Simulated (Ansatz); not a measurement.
# Cs2PbI2Cl2: the cost of one run

Method: DFT, plane waves, PAW, no spin polarisation, in Ansatz 0.2.0.

**1. The starting structure**

The cell holds 7 atoms (Cl2Cs2I2Pb): a = 10.418 Å, b = 10.418 Å, c = 10.418 Å, α = 148.27°, β = 148.27°, γ = 45.49°.

As a file:

```cif
data_structure
_symmetry_space_group_name_H-M 'P 1'
_symmetry_Int_Tables_number 1
_cell_length_a 10.4175
_cell_length_b 10.4175
_cell_length_c 10.4175
_cell_angle_alpha 148.271
_cell_angle_beta 148.271
_cell_angle_gamma 45.486
_cell_volume 311.67
loop_
_atom_site_label
_atom_site_type_symbol
_atom_site_fract_x
_atom_site_fract_y
_atom_site_fract_z
_atom_site_occupancy
Cs1 Cs 0.37007 0.37007 0.00000 1
Cs2 Cs 0.62993 0.62993 0.00000 1
Pb1 Pb 0.00000 0.00000 0.00000 1
I1 I 0.16750 0.16750 0.00000 1
I2 I 0.83250 0.83250 0.00000 1
Cl1 Cl 0.50000 0.00000 0.50000 1
Cl2 Cl 0.00000 0.50000 0.50000 1
```

**2. Run 1: PBE**

input.yaml

```yaml
crystal:
  lattice:
    - [-2.8477935079, 2.8477935079, 9.6075225505]
    - [2.8477935079, -2.8477935079, 9.6075225505]
    - [2.8477935079, 2.8477935079, -9.6075225505]
  atoms:
    - { symbol: Cs, position: [0.3700726773, 0.3700726773, 0.0] }
    - { symbol: Cs, position: [0.6299273227, 0.6299273227, 0.0] }
    - { symbol: Pb, position: [0.0, 0.0, 0.0] }
    - { symbol: I, position: [0.1674978514, 0.1674978514, 0.0] }
    - { symbol: I, position: [0.8325021486, 0.8325021486, 0.0] }
    - { symbol: Cl, position: [0.5, 0.0, 0.5] }
    - { symbol: Cl, position: [0.0, 0.5, 0.5] }
kpoints:
  mp_grid: { grid: [4, 4, 4] }
hamiltonian:
  xc: pbe
scf:
  occupations: { method: fermi_dirac, width: 0.02 }
md:
  ensemble: nvt_langevin
  temperature: 200
  timestep: 1.0
  n_steps: 30
  initial_velocities: maxwell_boltzmann
  seed: 565
```

Run with:

```sh
ansatz run input.yaml --threads 4 --pin off --max-ram 4608MiB --backend cpu --events-out ev --progress --plain --runs-dir out
```

Q: Estimate wall time and peak memory on 4 threads of Arm Neoverse N1, shared host.

About 6.3 min, with a peak of 1.1 GiB.
